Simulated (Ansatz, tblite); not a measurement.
# In11P12 zinc blende off sphere (In₁₁P₁₂H₃₂+): one state, many levels

An exercise on one series of results from a longer session: the logs are not shown, and one member is left open.

Method: as each input shows; program: Ansatz 0.2.0, Gaussian basis.

The runs, in order: GFN1-xTB, GFN2-xTB, PBE-D4/def2-SVP, r2SCAN-D4/def2-SVP, LC-ωPBE/def2-SVP, BHLYP-D4/def2-SVP, PBE0-D4/def2-TZVP, PBE-D4/def2-TZVP, MP2/def2-SVP, RPA/def2-SVP.

1 further run of the same task is left out (for a known fault of the program).

**The structure**

The geometry is that of the singlet, from an earlier relaxation (PBE-D4/def2-SVP).

55 atoms, charge 1, spin multiplicity 1.

Bond lengths: In1–P13 2.670 Å, In1–P14 2.659 Å, In1–H24 1.729 Å, In1–H25 1.735 Å, In2–P12 2.682 Å, In2–P16 2.682 Å, In2–H26 1.727 Å, In2–H27 1.723 Å, In3–P15 2.666 Å, In3–P17 2.649 Å, In3–H28 1.726 Å, In3–H29 1.748 Å, In4–P13 2.559 Å, In4–P18 2.624 Å, In4–P19 2.637 Å, In4–H30 1.727 Å, In5–P15 2.569 Å, In5–P18 2.661 Å and more. Angles: P13–In1–P14 94.0°, P13–In1–H24 107.1°, P13–In1–H25 103.9°, P14–In1–H24 107.6°, P14–In1–H25 104.7°, H24–In1–H25 132.9°, P12–In2–P16 97.5°, P12–In2–H26 103.4°, P12–In2–H27 104.7°, P16–In2–H26 103.4°, P16–In2–H27 104.9°, H26–In2–H27 136.7°, P15–In3–P17 93.0°, P15–In3–H28 108.1°, P15–In3–H29 102.6°, P17–In3–H28 111.2°, P17–In3–H29 103.2°, H28–In3–H29 131.8° and more.

In takes a core potential in the def2 sets. No spin-orbit coupling is included. The ion is computed in the gas phase, without counter-ions or solvent.

PBE0-D4/def2-SVP was run before; its log isn't repeated, and its numbers join the tables.

Set-up of the first run:

Tight binding, by tblite at 300 K electronic temperature and without a spin-polarisation term:

```python
tblite.interface.Calculator('GFN1-xTB', numbers, positions, charge=1, uhf=0).singlepoint()
```

Tight binding, by tblite at 300 K electronic temperature and without a spin-polarisation term:

```python
tblite.interface.Calculator('GFN2-xTB', numbers, positions, charge=1, uhf=0).singlepoint()
```

start.molden holds the orbitals of an earlier run on this state, given as this run's starting guess.

Input file in.yaml:

```yaml
crystal:
  periodic: [false, false, false]
  atoms:
    - {symbol: In, position_ang: [-5.067580, 1.659418, -0.441379]}
    - {symbol: In, position_ang: [-2.619283, -3.733853, 2.988908]}
    - {symbol: In, position_ang: [1.026314, -4.375434, -0.695349]}
    - {symbol: In, position_ang: [-2.050071, 2.100097, -3.752724]}
    - {symbol: In, position_ang: [1.376600, -1.229431, -3.881319]}
    - {symbol: In, position_ang: [-1.637172, -1.030034, -0.875734]}
    - {symbol: In, position_ang: [-1.339180, 1.810430, 2.602508]}
    - {symbol: In, position_ang: [1.356981, -1.265790, 1.863246]}
    - {symbol: In, position_ang: [1.346211, 1.693798, -0.760952]}
    - {symbol: In, position_ang: [4.550308, -0.929189, -0.655724]}
    - {symbol: In, position_ang: [3.941608, 2.622074, 3.127737]}
    - {symbol: P, position_ang: [-3.120835, -2.520907, 0.649765]}
    - {symbol: P, position_ang: [-3.240954, 0.587220, -2.067084]}
    - {symbol: P, position_ang: [-3.262179, 2.841306, 1.112832]}
    - {symbol: P, position_ang: [-0.119990, -2.546077, -2.260142]}
    - {symbol: P, position_ang: [-0.169302, -2.718955, 3.391022]}
    - {symbol: P, position_ang: [2.771981, -2.642503, 0.287697]}
    - {symbol: P, position_ang: [-0.386232, 0.457513, -4.943068]}
    - {symbol: P, position_ang: [-0.214827, 3.212999, -2.220439]}
    - {symbol: P, position_ang: [2.765852, 0.227068, -2.271294]}
    - {symbol: P, position_ang: [-0.217800, 0.370590, 0.705721]}
    - {symbol: P, position_ang: [2.796799, 0.226917, 3.455106]}
    - {symbol: P, position_ang: [2.833120, 3.192738, 0.736140]}
    - {symbol: H, position_ang: [-5.878707, 2.897494, -1.335599]}
    - {symbol: H, position_ang: [-5.636829, 0.311534, 0.491272]}
    - {symbol: H, position_ang: [-3.602578, -2.862384, 4.109192]}
    - {symbol: H, position_ang: [-2.351896, -5.385376, 2.576359]}
    - {symbol: H, position_ang: [1.804363, -5.536868, -1.708232]}
    - {symbol: H, position_ang: [-0.134429, -4.550349, 0.599756]}
    - {symbol: H, position_ang: [-2.870228, 3.216046, -4.784971]}
    - {symbol: H, position_ang: [2.214854, -2.044857, -5.155337]}
    - {symbol: H, position_ang: [-2.094572, 0.658296, 3.660078]}
    - {symbol: H, position_ang: [-0.169632, 3.050162, 2.959277]}
    - {symbol: H, position_ang: [5.745177, -1.726213, -1.612202]}
    - {symbol: H, position_ang: [4.689328, 0.265181, 0.616737]}
    - {symbol: H, position_ang: [5.590944, 2.296265, 2.754287]}
    - {symbol: H, position_ang: [3.068460, 3.653767, 4.200115]}
    - {symbol: H, position_ang: [-3.684299, -3.490294, -0.239438]}
    - {symbol: H, position_ang: [-4.292026, -1.711373, 0.809192]}
    - {symbol: H, position_ang: [-3.974279, -0.267718, -2.956796]}
    - {symbol: H, position_ang: [-4.017645, 3.704199, 1.969644]}
    - {symbol: H, position_ang: [-2.660149, 3.881614, 0.334375]}
    - {symbol: H, position_ang: [-1.042461, -3.220179, -3.127594]}
    - {symbol: H, position_ang: [0.683112, -3.788976, 3.811358]}
    - {symbol: H, position_ang: [-0.195847, -2.005475, 4.632143]}
    - {symbol: H, position_ang: [3.504247, -3.399710, 1.263880]}
    - {symbol: H, position_ang: [-1.226720, -0.341433, -5.783481]}
    - {symbol: H, position_ang: [0.253242, 1.196127, -5.991235]}
    - {symbol: H, position_ang: [0.574351, 4.103277, -3.016030]}
    - {symbol: H, position_ang: [-0.827529, 4.191108, -1.374544]}
    - {symbol: H, position_ang: [3.454517, 1.171181, -3.102847]}
    - {symbol: H, position_ang: [2.023429, 0.294698, 4.658972]}
    - {symbol: H, position_ang: [3.810647, -0.658305, 3.942943]}
    - {symbol: H, position_ang: [2.078936, 4.403645, 0.853035]}
    - {symbol: H, position_ang: [3.843910, 3.684882, -0.149730]}
basis:
  gaussian: {orbitals: def2-SVP, fitting: {mean_field: def2-universal-jkfit}, initial_orbitals: start.molden}
total_charge: 1
hamiltonian: {xc: pbe, dispersion: d4}
scf: {omitted_lower_state_checks: [starts]}
output: {orbitals: {seedname: orbitals}}
```

Command:

```
$ ansatz run in.yaml --threads 5 --pin off --events-out ev --progress --plain --max-ram 66560MiB --backend cuda --devices 0, --max-vram 37GiB
```

Among the steps run: PBE-D4/def2-SVP; r2SCAN-D4/def2-SVP; LC-ωPBE/def2-SVP; BHLYP-D4/def2-SVP; PBE0-D4/def2-TZVP; PBE-D4/def2-TZVP; MP2/def2-SVP; RPA/def2-SVP.

One table of the session follows, with a row left open; its other results are not shown here.

| level | HOMO (eV) | LUMO (eV) | gap (eV) |
| --- | --- | --- | --- |
| PBE-D4/def2-SVP | -8.30 | -4.91 | 3.39 |
| PBE-D4/def2-TZVP | -8.35 | -5.00 | 3.35 |
| r2SCAN-D4/def2-SVP | -8.54 | -4.74 | 3.80 |
| PBE0-D4/def2-SVP | -9.27 | -4.21 | 5.06 |
| PBE0-D4/def2-TZVP | ? | ? | ? |
| BHLYP-D4/def2-SVP | -10.09 | -3.37 | 6.71 |
| LC-ωPBE/def2-SVP | -11.57 | -2.31 | 9.26 |

Estimate the missing values for PBE0-D4/def2-TZVP.

**Answer.** HOMO (eV): -9.28; LUMO (eV): -4.28; gap (eV): 5.00. In the column «HOMO (eV)» it lies between BHLYP-D4/def2-SVP (-10.09) and PBE0-D4/def2-SVP (-9.27).
